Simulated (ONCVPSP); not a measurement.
# An ONCV potential for N, from input to tests

Task: generate the file, and judge it by its errors in other configurations, its logarithmic derivatives, its ghosts and its cutoff.

The numbers are computed with ONCVPSP 4.0.1 (PBE, scalar-relativistic, spin-unpolarised reference atom).

**1. The design**

The settings as typed:

| Item | Value |
| --- | --- |
| element | nitrogen (N, Z = 7) |
| type | optimised norm-conserving Vanderbilt (ONCV) |
| frozen core | [He] |
| valence charge | 5 |
| reference configuration | 2s2 2p1 (charge +2) |
| partial waves | 2s: rc 1.05 bohr, ncon 4, nbas 7, qcut 5 1/bohr, 2 projectors, debl 4 Ha; 2p: rc 1.95 bohr, ncon 4, nbas 7, qcut 8.8 1/bohr, 2 projectors, debl 1.2 Ha; d scattering state at 0.41 Ha: rc 2.05 bohr, ncon 4, nbas 8, qcut 4.1 1/bohr, 3 projectors, debl 2.1 Ha |
| local potential | polynomial inside 0.70 bohr (lpopt 5, dvloc0 -1 Ha) |
| core correction | polynomial model core, fcfact 0.25 |

The outer shells as boxes (Hund's rule for the drawing; the calculation is spin-unpolarised):

```
[He] core
2s [↑↓]
2p [↑ ][  ][  ]
```

The nodes and maxima of the atom's own shells, from an earlier all-electron run, set the scale for the radii.

All-electron outer shells of the reference configuration (PBE, scalar-relativistic, ld1.x):

```
shell  level (eV)  outermost node (bohr)  outermost maximum (bohr)
   1s     -423.87                      –                      0.15
   2s      -49.16                   0.32                      0.96
   2p      -37.51                      –                      0.86
```

**2. Generating the potential**

Input file N.dat:

```
# ATOM AND REFERENCE CONFIGURATION
# atsym  z   nc   nv     iexc    psfile
  N 7.00    1    2        4      upf
#
#   n    l    f
    1    0    2.00
    2    0    2.00
    2    1    1.00
#
# PSEUDOPOTENTIAL AND OPTIMIZATION
# lmax
    2
#
#   l,   rc,      ep,       ncon, nbas, qcut
    0    1.05    0.00    4    7    5.00
    1    1.95    0.00    4    7    8.80
    2    2.05    0.41    4    8    4.10
#
# LOCAL POTENTIAL
# lloc, lpopt,  rc(5),   dvloc0
    4    5    0.70   -1.00
#
# VANDERBILT-KLEINMAN-BYLANDER PROJECTORs
# l, nproj, debl
    0    2    4.00
    1    2    1.20
    2    3    2.10
#
# MODEL CORE CHARGE
# icmod, fcfact, rcfact
    1    0.25    0.00
#
# LOG DERIVATIVE ANALYSIS
# epsh1, epsh2, depsh
   -3.00    5.00    0.02
#
# OUTPUT GRID
# rlmax, drl
    6.00    0.01
#
# TEST CONFIGURATIONS
# ncnf
    4
# nvcnf
#   n    l    f
    2
    2    0    2.00
    2    1    3.00
#
    2
    2    0    2.00
    2    1    2.00
#
    2
    2    0    2.00
    2    1    0.00
#
    2
    2    0    1.00
    2    1    0.00
#
```

Started as:

```sh
$ oncvpsp.x < N.dat > N.out
```

What does the calculation give? Wanted: cutoffs for 1 and 0.1 mHa per electron, occupied waves; bound ghosts; GHOST(+) flags; largest test error; largest phase difference near zero energy, channels read; rms error of d²Exc/dn², without and with the model core; projector energies reset by the program.

As calculated:

| quantity | value |
| --- | --- |
| cutoffs for 1 and 0.1 mHa per electron, occupied waves | 92 Ha and 113 Ha |
| bound ghosts | d at -7.28 eV |
| GHOST(+) flags | none at low energy |
| largest test error (AE − PS) | +707 meV, for 2s1 2p0 |
| largest phase difference near zero energy, channels read | 3.142 rad |
| rms error of d²Exc/dn², without and with the model core | 5.48 and 4.97 mHa |
| projector energies reset by the program | p: -1.379, 0.250 Ha; d: 0.050, 2.150, 4.250 Ha |

**Reading.** A bound ghost (d) makes it unfit for use: electrons can fall into a state that the atom doesn't have. The worst unpolarised test, 2s1 2p0, is off by 707 meV on 124.9 eV; by total energies transferability rates as poor. That test lies far up in energy; among those under 40 eV, nearer to bonding, the largest error is 146 meV. By its cutoff, 92 Ha for the looser tolerance, it is very hard. At the looser tolerance the 2s wave is the slowest; 2p needs 22 Ha. Of the channels read, d scatters worst near zero energy, by up to 3.14 rad. A step near π is an extra or missing state, not a misfit of shape. The pseudo curves have a pole with no partner nearby in the atom's: d at -0.27 Ha.
